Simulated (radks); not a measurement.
**Mn⁺ in [Ar] 3d5 4s1: an all-electron calculation**

An exercise on one series of results from a longer session: the logs are not shown, and one member is left open.

Method: Dirac Kohn-Sham, HCTH/407, spin-unpolarised, spherical densities, finite nucleus; open shells fill j = l - 1/2 first. Code: radks (a radial shooting solver on a logarithmic mesh, Libxc functionals) version 1.

## What is computed

```
element            : manganese (Z = 25)
charge             : +1
electrons          : 24
configuration      : [Ar] 3d5 4s1
nuclear rms radius : 3.7057 fm
```

Set-up of the first run:

The run's settings:

```text
Z 25
configuration [Ar] 3d5 4s1
relativity Dirac
functional hcth_407
spin unpolarised
j_filling energy
nucleus finite rms 3.7057 fm
c 137.035999084
```

Started as:

```sh
$ python run_ks.py task.json out
```

This one command runs every case of the session in turn.

Steps of the session up to this table: Self-consistent calculation.

One of the session's tables, all rows but one given; the rest of the session is left out.

It belongs to the step «Shells». Radial moments (bohr):

```
level      <r>  outermost maximum (interpolated)  90 % within  nodes
1s1/2  0.06095                            0.0399        0.109      0
2s1/2        ?                                 ?            ?      ?
2p1/2   0.2448                             0.187        0.402      0
2p3/2   0.2477                             0.189        0.406      0
3s1/2   0.8509                             0.736         1.27      2
3p1/2   0.8962                             0.747         1.38      1
3p3/2   0.9051                             0.754         1.39      1
3d3/2    1.166                             0.759         2.03      0
3d5/2    1.172                             0.761         2.04      0
4s1/2    2.855                              2.38         4.30      3
```

Q: Estimate the row for 2s1/2 from the others.

The run gave: <r>: 0.2791; outermost maximum (interpolated): 0.233; 90 % within: 0.433; nodes: 1. In the column «<r>» it lies between 2p3/2 (0.2477) and 3s1/2 (0.8509).

To keep in mind: Spin polarisation and multiplet splitting are left out.
